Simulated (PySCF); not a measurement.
# SrPb−: from the state search to spectroscopic constants

One job finds the state of SrPb−, follows it along the bond with each method and fits the curves.

Computed with PySCF 2.14.0. Level: Sr def2-SVPD with ECP28, Pb def2-SVPD with ECP60, scalar-relativistic core potentials.

2 further runs of the same task are left out: 2 set aside as unsound or not needed.

## (1) Input

The job is set up so:

```json
{
  "atoms": "Sr, Pb",
  "charge": "-1",
  "basis": "Sr def2-SVPD with ECP28, Pb def2-SVPD with ECP60",
  "Hamiltonian": "scalar-relativistic core potentials",
  "basis functions": "58",
  "electrons treated": "33",
  "masses in u": "87.9056, 207.9766",
  "levels": "PBE0, PBE, r²SCAN, B3LYP, LDA, TPSSh, HF, MP2, SCS-MP2",
  "grid": "80 radial by 434 angular points",
  "occupations": "held fixed by the projection of orbital angular momentum",
  "dissociation limit": "Sr + Pb−, each in its ground configuration",
  "starting distance in angstrom": "3.205",
  "values of 2S to try": "1, 3"
}
```

Launch:

```console
OMP_NUM_THREADS=1 python dia.py task.json out
```

Further steps of the session: The PBE0 curve of the state that the search chose; Other states along the same grid; PBE; r²SCAN (meta-GGA); B3LYP; LDA; TPSSh; ROHF (mean field).

Q: Predict the outcome of this session. Wanted: for each run, Re; ωe; De; μ.

**Answer**, as computed:

Lowest PBE0 solution found, without spin–orbit coupling: ⁴Σ⁻ (quartet), unpaired electrons σ ↑, π ↑↑. State 2 has its PBE0 minimum 0.38 eV higher, as a spin-mixed determinant (⟨S²⟩ = 1.78), so this is no gap between pure states. The other levels ran on the lowest alone.

| level | Re (Å) | ωe (cm⁻¹) | De (eV) | μ (D) |
| --- | --- | --- | --- | --- |
| ROHF | 3.647 | 70.6 | 0.85 | 5.78 |
| ROHF-MP2 | 3.472 | 83.5 | 1.06 | n/a |
| ROHF-SCS-MP2 | 3.490 | 82.0 | 1.02 | n/a |
| LDA | 3.277 | 104.9 | 1.58 | 3.23 |
| PBE | 3.383 | 93.0 | 1.38 | 4.19 |
| r²SCAN | 3.391 | 92.6 | 1.34 | 4.92 |
| TPSSh | 3.391 | 92.2 | 1.34 | 4.78 |
| B3LYP | 3.427 | 87.9 | 1.16 | 3.80 |
| PBE0 | 3.397 | 91.0 | 1.28 | 4.63 |

De is counted to Sr + Pb− in their ground configurations. A positive dipole points from Sr to Pb; in an ion it is taken about the centre of mass and does not tell which atom is negative.

**Reading.** The methods spread over 0.370 Å in bond length, from LDA to ROHF. Among the levels with a De in the table, it runs from 0.85 eV (ROHF) to 1.58 eV (LDA).

Correlated steps freeze 4 core orbitals. These are scalar-relativistic numbers at best; spin–orbit coupling would shift them, the dissociation energy most. With some functionals the highest level of the anion is positive, from self-interaction error or because the anion is truly unbound there; the finite basis then holds the extra electron, and no neutral molecule was run to test the binding. With spin–orbit coupling the term label itself may not hold.
